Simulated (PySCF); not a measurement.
# C7H12N: the cost of one run

Programs: PySCF 2.14.0, with routines of our own; each step states its level. All values are computed. Atoms count from 0.

## 1. The system as given

20 atoms, charge 0, multiplicity 2; geometry from: GFN2-xTB.

## 2. Open-shell or spin-flip excitations: unrestricted TDA wB97X-D/def2-SVP

The job: settings as JSON, then the geometry in Å.

```
{"job": {"kind": "uabs", "xc": "wB97X-D", "basis": "def2-SVP", "nstates": 10, "tda": true}, "charge": 0, "multiplicity": 2}
C      2.395876     0.738602    -0.504656
C      2.219285     0.344648     0.948391
C      1.105591    -0.002136     1.510156
C     -0.300748    -0.235414     1.280462
C     -0.756888    -1.696771     1.084016
C     -1.541320    -1.193456    -0.129528
N     -0.794143     0.062199    -0.100982
C     -1.514745     1.287643    -0.296144
H      1.447342     0.657904    -1.026050
H      3.128275     0.081852    -0.971325
H      2.763016     1.762363    -0.563222
H      3.136079     0.377825     1.528728
H     -0.906991     0.281196     2.041947
H      0.067706    -2.352873     0.819029
H     -1.335661    -2.132676     1.893863
H     -2.612616    -1.069738     0.077899
H     -1.415085    -1.742444    -1.064659
H     -0.843994     2.124982    -0.104423
H     -1.851843     1.335054    -1.332506
H     -2.394285     1.381917     0.363547
```

Level: unrestricted TDA wB97X-D/def2-SVP, vertical, gas phase, core orbitals frozen in the response.

The run is started by

```
> OMP_NUM_THREADS=1 python excited_run.py task.json out
```

The driver reads the jobs from task.json and runs them one after another.

Q: Estimate the wall time and peak memory of this first job on 1 thread of AMD EPYC 7B13, shared host.

About 50 s, with a peak of 0.72 GiB.
